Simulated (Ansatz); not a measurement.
# In2As3: what a guessed cell relaxes into

Aim: relax a trial structure of In2As3 and see where it ends.

Method: DFT PBE, scalar-relativistic, plane waves, PAW, in Ansatz 0.2.0.

2 further runs of the same task are left out: 1 that didn't finish, 1 set aside as unsound or not needed.

## Step 1: Starting point

It takes space group P-6m2 (No. 187, hexagonal). The conventional cell has a = 4.705 Å, b = 4.705 Å, c = 5.836 Å, α = 90.00°, β = 90.00°, γ = 120.00°. In (site symmetry -6m2) has 8 As at 2.92 to 3.06 Å as nearest neighbours. Around In (site symmetry -6m2) lie 9 As at 2.72 to 3.11 Å. As (site symmetry 3m) has 5 As at 2.83 to 3.11 Å and 6 In at 3.06 to 3.11 Å as nearest neighbours. As (site symmetry -6m2) has 5 In at 2.72 to 2.92 Å as nearest neighbours.

Structure file:

```
CELL_PARAMETERS angstrom
4.70525 0.00000 0.00000
-2.35262 4.07486 0.00000
0.00000 0.00000 5.83612
ATOMIC_POSITIONS crystal
In 0.00000 0.00000 0.00000
In 0.33333 0.66667 0.50000
As 0.66667 0.33333 0.24227
As 0.66667 0.33333 0.75773
As 0.00000 0.00000 0.50000
```

Recipe of the guess: species swapped into a database cell of Co3Ge2 (P-6m2, No. 187), with As on the Co sites and In on the Ge sites. Its size is a rough estimate.

## Step 2: A first look at the guess

The input, input.yaml:

```yaml
crystal:
  lattice:
    - [4.70524532, 0.0, 0.0]
    - [-2.35262266, 4.07486197, 0.0]
    - [0.0, 0.0, 5.83612362]
  atoms:
    - { symbol: In, position: [0.0, 0.0, 0.0] }
    - { symbol: In, position: [0.33333333, 0.66666667, 0.5] }
    - { symbol: As, position: [0.66666667, 0.33333333, 0.24226978] }
    - { symbol: As, position: [0.66666667, 0.33333333, 0.75773022] }
    - { symbol: As, position: [0.0, 0.0, 0.5] }
basis:
  ecutwfc: 420
kpoints:
  mp_grid: { grid: [6, 6, 4] }
hamiltonian:
  xc: pbe
scf:
  occupations: { method: gaussian, width: 0.1 }
  lower_state_search: "off"
output:
  forces: true
  stress: true
  eigenvalues: true
```

The run is started by

```console
ansatz run input.yaml --threads 1 --pin off --max-ram 2560MiB --backend cpu --events-out ev --progress --plain --runs-dir out
```

Further runs follow: a loose first relaxation; relaxation on the finer mesh.

**Question.** What will these runs give? Wanted: conventional cell; volume; energy over the elements; gap on the mesh.

The runs gave:

| quantity | value |
| --- | --- |
| symmetry at the end (tolerance 0.05 Å) | space group P-6m2 (No. 187) |
| conventional cell | a = 4.990 Å, b = 4.990 Å, c = 5.881 Å, α = 90.00°, β = 90.00°, γ = 120.00° |
| volume | 25.37 Å³/atom |
| energy over the elements | +0.24 eV/atom |
| gap on the mesh | none (metal) |

The space group P-6m2 (No. 187) is kept, and the volume per atom grows by 13.4 % from the first guess. With a positive formation energy it can't be a ground state. No finished test with a distortion of lower symmetry is shown, so the end may be a saddle point.
